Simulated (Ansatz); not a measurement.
# GePH₅ (singlet): the correlation ladder at a displaced geometry (v1), cc-pVDZ

One table from this session's results is given with a row withheld; the runs are named, their logs left out.

Program: Ansatz 0.2.0, Gaussian basis. Level of theory: cc-pVDZ, core rule «outside noble gas», up to 19 orbitals frozen. These are calculated values, not measurements.

The runs, in order: UHF; CCSD(T) on RHF; BCCD(T) on RHF; CISD; CCSDT(Q) on RHF; CASSCF and MRCISD+Q, 8 electrons in 8 orbitals; CASSCF and NEVPT2, 8 electrons in 8 orbitals.

12 further runs of the same task are left out: 6 that didn't finish, 6 set aside as unsound or not needed.

## The geometry

The geometry is a PBE0/def2-TZVP stationary point (not a proven minimum) with its atoms shifted at random (size 0.040 Å). No spin-orbit coupling is included. The filled d shell of Ge may be among the frozen orbitals whatever the setting's name suggests; the logs give the count.

7 atoms, charge 0, spin multiplicity 1.

Atoms are counted from 1 here; the program's logs count them from 0.

Bond lengths: Ge1–P2 2.334 Å, Ge1–H3 1.508 Å, Ge1–H4 1.487 Å, Ge1–H5 1.607 Å, P2–H6 1.447 Å, P2–H7 1.461 Å. Angles: P2–Ge1–H3 105.9°, P2–Ge1–H4 108.3°, P2–Ge1–H5 109.4°, H3–Ge1–H4 109.2°, H3–Ge1–H5 113.8°, H4–Ge1–H5 109.9°, Ge1–P2–H6 95.0°, Ge1–P2–H7 94.2°, H6–P2–H7 94.0°.

The first run:

Contents of in.yaml:

```yaml
crystal:
  periodic: [false, false, false]
  atoms:
    - {symbol: Ge, position_ang: [-0.017962, 0.004133, 0.697573]}
    - {symbol: P, position_ang: [0.103792, -0.012010, -1.632778]}
    - {symbol: H, position_ang: [0.756714, -1.203954, 1.161131]}
    - {symbol: H, position_ang: [0.653936, 1.235742, 1.190933]}
    - {symbol: H, position_ang: [-1.559555, 0.000665, 1.152562]}
    - {symbol: H, position_ang: [-0.895954, -1.043683, -1.804876]}
    - {symbol: H, position_ang: [-0.850200, 1.082447, -1.797366]}
basis:
  gaussian: {orbitals: cc-pVDZ}
magnetization: {spin_polarized: true, initial_magnetization: 0}
hamiltonian: {xc: hf}
output: {orbitals: {seedname: orbitals}}
```

Command:

```console
$ ansatz run in.yaml --threads 1 --pin off --events-out ev --progress --plain --max-ram 2393MiB
```

Steps of the session up to this table: UHF; CCSD(T) on RHF; BCCD(T) on RHF; CISD; CCSDT(Q) on RHF; CASSCF and MRCISD+Q, 8 electrons in 8 orbitals; CASSCF and NEVPT2, 8 electrons in 8 orbitals.

One table of the session follows, with a row left open; its other results are not shown here.

| method | from RCCSDT(Q) (meV) |
| --- | --- |
| RHF | +7743.8 |
| RMP2 | +1509.8 |
| CISD | ? |
| RCCSD | +235.5 |
| RCCSD(T) | +40.3 |
| BCCD(T) | +39.3 |
| RCCSDT | +10.1 |
| RCCSDT(Q) | 0 |

Estimate the missing values for CISD.

The run gave: from RCCSDT(Q) (meV): +986.3. In the column «from RCCSDT(Q) (meV)» it lies between RCCSD (+235.5) and RMP2 (+1509.8).

Not comparable, so not listed: CASSCF and MRCISD+Q, 8 electrons in 8 orbitals (they don't share determinant, frozen orbitals or solution with the rows shown, or repeat one).

Left out of the table: CASSCF frontier, NEVPT2 frontier (the active space lost an orbital or holds another state than full CI finds).

To keep in mind: Warnings in the runs' records: passed over end.
